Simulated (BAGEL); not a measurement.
# [Be2H4]+ ((HBe-mu-H)2) at 4 levels

We compute a comparison of 4 runs (UHF/STO-3G, ROHF/6-31G*, ROHF/cc-pVTZ, UHF/cc-pVTZ) of [Be2H4]+ ((HBe-mu-H)2). 

The results are computed with BAGEL 1.2.2.

4 further runs of the same task are left out: 4 set aside as unsound or not needed.

### Step 1. The structure to begin with

[Be2H4]+: 6 atoms, total charge +1, spin state doublet. The shape comes from GFN2-xTB, which is rough for such elements, and wasn't checked as a minimum. That shape belongs to the parent species and isn't relaxed for this state.

Bond lengths: Be1–H2 1.292 Å, Be1–H3 1.475 Å, H3–Be4 1.481 Å, Be4–H5 1.293 Å, Be1–H6 1.483 Å, Be4–H6 1.475 Å. Angles: Be1–H3–Be4 87.5°, Be1–H6–Be4 87.4°, H2–Be1–H3 134.0°, H2–Be1–H6 133.5°, H3–Be1–H6 92.5°, H3–Be4–H5 133.5°, H3–Be4–H6 92.6°, H5–Be4–H6 133.9°.

### Step 2. A single-point energy at UHF/STO-3G (density fitting with qzvpp-jkfit) (run 1)

Contents of hf.json:

```json
{ "bagel": [

{
  "title": "molecule",
  "basis": "sto-3g",
  "df_basis": "qzvpp-jkfit",
  "angstrom": true,
  "geometry": [
    { "atom": "Be", "xyz": [      -0.467270,       0.905320,       0.084100 ] },
    { "atom": "H", "xyz": [      -1.048410,       2.053320,       0.200840 ] },
    { "atom": "H", "xyz": [      -0.946290,      -0.489430,       0.077920 ] },
    { "atom": "Be", "xyz": [       0.466060,      -0.904900,      -0.086820 ] },
    { "atom": "H", "xyz": [       1.050010,      -2.053650,      -0.189130 ] },
    { "atom": "H", "xyz": [       0.945900,       0.489340,      -0.086910 ] }
  ]
},

{ "title": "uhf", "charge": 1, "nopen": 1 },

{ "title": "print", "file": "orbitals.molden", "orbitals": true }

]}
```

Started as:

```console
$ BAGEL_NUM_THREADS=1 BAGEL hf.json > hf.out
```

Standard output:

```text
* using 1 threads per process

  ===============================================================
  ===============================================================

  *** Geometry ***

  { "atom" : "Be", "xyz" : [     -0.883012,      1.710807,      0.158926 ] },
  { "atom" : "H", "xyz" : [     -1.981208,      3.880212,      0.379533 ] },
  { "atom" : "H", "xyz" : [     -1.788229,     -0.924889,      0.147247 ] },
  { "atom" : "Be", "xyz" : [      0.880726,     -1.710013,     -0.164066 ] },
  { "atom" : "H", "xyz" : [      1.984231,     -3.880836,     -0.357404 ] },
  { "atom" : "H", "xyz" : [      1.787492,      0.924719,     -0.164236 ] },

  Number of auxiliary basis functions:      174

  Since a DF basis is specified, we compute 2- and 3-index integrals:
    o Being stored without compression. Storage requirement is 0.000 GB

  Number of basis functions:       14
  Number of electrons      :       12

    * METHOD: MOLECULE                             0.02

  *** Open-shell HF ***

  === Nuclear Repulsion ===
    15.6068018000

      * DIIS with orbital gradients will be used.

  === UHF iteration (sto-3g) ===
      0        -30.67380338          0.04496181           0.00
      1        -30.72699177          0.00958759           0.00
      2        -30.73182426          0.00288248           0.00
      3        -30.73277467          0.00050908           0.00
      4        -30.73284773          0.00010747           0.00
      5        -30.73285072          0.00004442           0.00
      6        -30.73285099          0.00003302           0.00
      7        -30.73285127          0.00001269           0.00
      8        -30.73285132          0.00000148           0.00
      9        -30.73285132          0.00000086           0.00
     10        -30.73285132          0.00000057           0.00
     11        -30.73285132          0.00000050           0.00
     12        -30.73285132          0.00000047           0.00
     13        -30.73285132          0.00000024           0.00
     14        -30.73285132          0.00000010           0.00
     15        -30.73285132          0.00000008           0.00
     16        -30.73285132          0.00000004           0.00
     17        -30.73285132          0.00000002           0.00
     18        -30.73285132          0.00000001           0.00
    * SCF iteration converged.

    * S^2 (UHF) is 0.7822

    * Permanent dipole moment:
           (    0.000847,    -0.001507,     0.012170) a.u.

    * METHOD: UHF                                  0.04

    * METHOD: PRINT                                0.00

  ===============================================================
```

It took 0.22 s on 1 thread of Arm Neoverse V2, shared host.

### Step 3. A single-point energy at ROHF/6-31G(d) (density fitting with qzvpp-jkfit, spherical functions) (run 2)

Contents of input.json:

```json
{ "bagel": [

{
  "title": "molecule",
  "basis": "6-31gs.json",
  "df_basis": "qzvpp-jkfit",
  "angstrom": "true",
  "geometry": [
    { "atom": "Be", "xyz": [   -0.467270,    0.905320,    0.084100 ] },
    { "atom": "H", "xyz": [   -1.048410,    2.053320,    0.200840 ] },
    { "atom": "H", "xyz": [   -0.946290,   -0.489430,    0.077920 ] },
    { "atom": "Be", "xyz": [    0.466060,   -0.904900,   -0.086820 ] },
    { "atom": "H", "xyz": [    1.050010,   -2.053650,   -0.189130 ] },
    { "atom": "H", "xyz": [    0.945900,    0.489340,   -0.086910 ] }
  ]
},
{ "title": "rohf", "charge": 1, "nopen": 1 },
{ "title": "print", "file": "orbitals.molden", "orbitals": "true" }

]}
```

The basis set 6-31G* is read from a file made from the Basis Set Exchange's data (not shown).

Started as:

```console
$ BAGEL_NUM_THREADS=1 BAGEL input.json > input.out
```

Standard output:

```text
* using 1 threads per process

  ===============================================================
  ===============================================================

  *** Geometry ***

  { "atom" : "Be", "xyz" : [     -0.883012,      1.710807,      0.158926 ] },
  { "atom" : "H", "xyz" : [     -1.981208,      3.880212,      0.379533 ] },
  { "atom" : "H", "xyz" : [     -1.788229,     -0.924889,      0.147247 ] },
  { "atom" : "Be", "xyz" : [      0.880726,     -1.710013,     -0.164066 ] },
  { "atom" : "H", "xyz" : [      1.984231,     -3.880836,     -0.357404 ] },
  { "atom" : "H", "xyz" : [      1.787492,      0.924719,     -0.164236 ] },

  Number of auxiliary basis functions:      174

  Since a DF basis is specified, we compute 2- and 3-index integrals:
    o Being stored without compression. Storage requirement is 0.002 GB

  Number of basis functions:       36
  Number of electrons      :       12

    * METHOD: MOLECULE                             0.02

  *** Open-shell HF ***

  === Nuclear Repulsion ===
    15.6068018000

      * DIIS with orbital gradients will be used.

  === ROHF iteration (6-31gs.json) ===
      0        -31.04639922          0.05187783           0.00
      1        -31.12392523          0.01060429           0.00
      2        -31.12790458          0.00283567           0.00
      3        -31.12831965          0.00024500           0.00
      4        -31.12834673          0.00006822           0.00
      5        -31.12834875          0.00006184           0.00
      6        -31.12834905          0.00005775           0.00
      7        -31.12834970          0.00005794           0.00
      8        -31.12834963          0.00005675           0.00
      9        -31.12834919          0.00005283           0.00
[... 25 lines of this table left out ...]
     35        -31.12834581          0.00000002           0.00
     36        -31.12834581          0.00000002           0.00
     37        -31.12834581          0.00000001           0.00
     38        -31.12834581          0.00000001           0.00
    * SCF iteration converged.

    * S^2 (ROHF) is 0.7500

    * Permanent dipole moment:
           (    0.007113,     0.001366,     0.012298) a.u.

    * METHOD: ROHF                                 0.15

    * METHOD: PRINT                                0.00

  ===============================================================
```

Wall time 0.34 s (1 thread of Arm Neoverse V2, shared host).

Run 3 isn't shown in full; the table further down has it.

### Step 4. A single-point energy at UHF/cc-pVTZ (density fitting with qzvpp-jkfit) (run 4)

Contents of job.json:

```json
{ "bagel" : [

{
  "title" : "molecule",
  "basis" : "cc-pvtz.json",
  "df_basis" : "qzvpp-jkfit",
  "angstrom" : true,
  "geometry" : [
    { "atom" : "Be", "xyz" : [   -0.467270,    0.905320,    0.084100 ] },
    { "atom" : "H", "xyz" : [   -1.048410,    2.053320,    0.200840 ] },
    { "atom" : "H", "xyz" : [   -0.946290,   -0.489430,    0.077920 ] },
    { "atom" : "Be", "xyz" : [    0.466060,   -0.904900,   -0.086820 ] },
    { "atom" : "H", "xyz" : [    1.050010,   -2.053650,   -0.189130 ] },
    { "atom" : "H", "xyz" : [    0.945900,    0.489340,   -0.086910 ] }
  ]
},
{ "title" : "uhf", "charge" : 1, "nopen" : 1 },
{ "title" : "print", "file" : "orbitals.molden", "orbitals" : true }

]}
```

The basis set cc-pVTZ is read from a file made from the Basis Set Exchange's data (not shown).

Started as:

```console
$ BAGEL_NUM_THREADS=1 BAGEL job.json > job.out
```

Standard output:

```text
* using 1 threads per process

  ===============================================================
  ===============================================================

  *** Geometry ***

  { "atom" : "Be", "xyz" : [     -0.883012,      1.710807,      0.158926 ] },
  { "atom" : "H", "xyz" : [     -1.981208,      3.880212,      0.379533 ] },
  { "atom" : "H", "xyz" : [     -1.788229,     -0.924889,      0.147247 ] },
  { "atom" : "Be", "xyz" : [      0.880726,     -1.710013,     -0.164066 ] },
  { "atom" : "H", "xyz" : [      1.984231,     -3.880836,     -0.357404 ] },
  { "atom" : "H", "xyz" : [      1.787492,      0.924719,     -0.164236 ] },

  Number of auxiliary basis functions:      174

  Since a DF basis is specified, we compute 2- and 3-index integrals:
    o Being stored without compression. Storage requirement is 0.019 GB

  Number of basis functions:      116
  Number of electrons      :       12

    * METHOD: MOLECULE                             0.06

  *** Open-shell HF ***

  === Nuclear Repulsion ===
    15.6068018000

      * DIIS with orbital gradients will be used.

  === UHF iteration (cc-pvtz.json) ===
      0        -31.04451670          0.03083459           0.02
      1        -31.14238780          0.00717455           0.02
      2        -31.15051044          0.00212907           0.02
      3        -31.15201059          0.00024100           0.02
      4        -31.15214040          0.00006830           0.02
      5        -31.15215628          0.00001871           0.02
      6        -31.15215672          0.00001274           0.02
      7        -31.15215686          0.00000980           0.03
      8        -31.15215706          0.00000524           0.02
      9        -31.15215710          0.00000407           0.02
     10        -31.15215713          0.00000302           0.02
     11        -31.15215715          0.00000155           0.02
     12        -31.15215716          0.00000072           0.03
     13        -31.15215716          0.00000038           0.02
     14        -31.15215716          0.00000024           0.02
     15        -31.15215716          0.00000020           0.02
     16        -31.15215716          0.00000014           0.02
     17        -31.15215716          0.00000010           0.02
     18        -31.15215716          0.00000008           0.02
     19        -31.15215716          0.00000006           0.02
     20        -31.15215716          0.00000005           0.02
     21        -31.15215716          0.00000003           0.02
     22        -31.15215716          0.00000002           0.02
     23        -31.15215716          0.00000002           0.02
     24        -31.15215716          0.00000001           0.02
     25        -31.15215716          0.00000001           0.03
    * SCF iteration converged.

    * S^2 (UHF) is 0.7896

    * Permanent dipole moment:
           (    0.000120,    -0.002258,     0.012900) a.u.

    * METHOD: UHF                                  0.68

    * METHOD: PRINT                                0.02

  ===============================================================
```

Run time: 0.91 s. Hardware: 1 thread of Arm Neoverse V2, shared host.

### Step 5. Overview of the runs

```
run                                                                level  energy (Eh)   ⟨S²⟩  wall time
  1                        UHF/STO-3G (density fitting with qzvpp-jkfit)   -30.732851  0.782     0.22 s
  2  ROHF/6-31G* (density fitting with qzvpp-jkfit, spherical functions)   -31.128346  0.750     0.34 s
  3                      ROHF/cc-pVTZ (density fitting with qzvpp-jkfit)   -31.141225  0.750      1.1 s
  4                       UHF/cc-pVTZ (density fitting with qzvpp-jkfit)   -31.152157  0.790     0.91 s
```

### Step 6. What came out

| quantity | value |
| --- | --- |
| run 4: total energy | -31.15216 Eh |
| run 4: ⟨S²⟩ | 0.790 |

In run 1 the basis is minimal, so the values are rough. All runs together took 2.6 s, the longest 1.1 s.
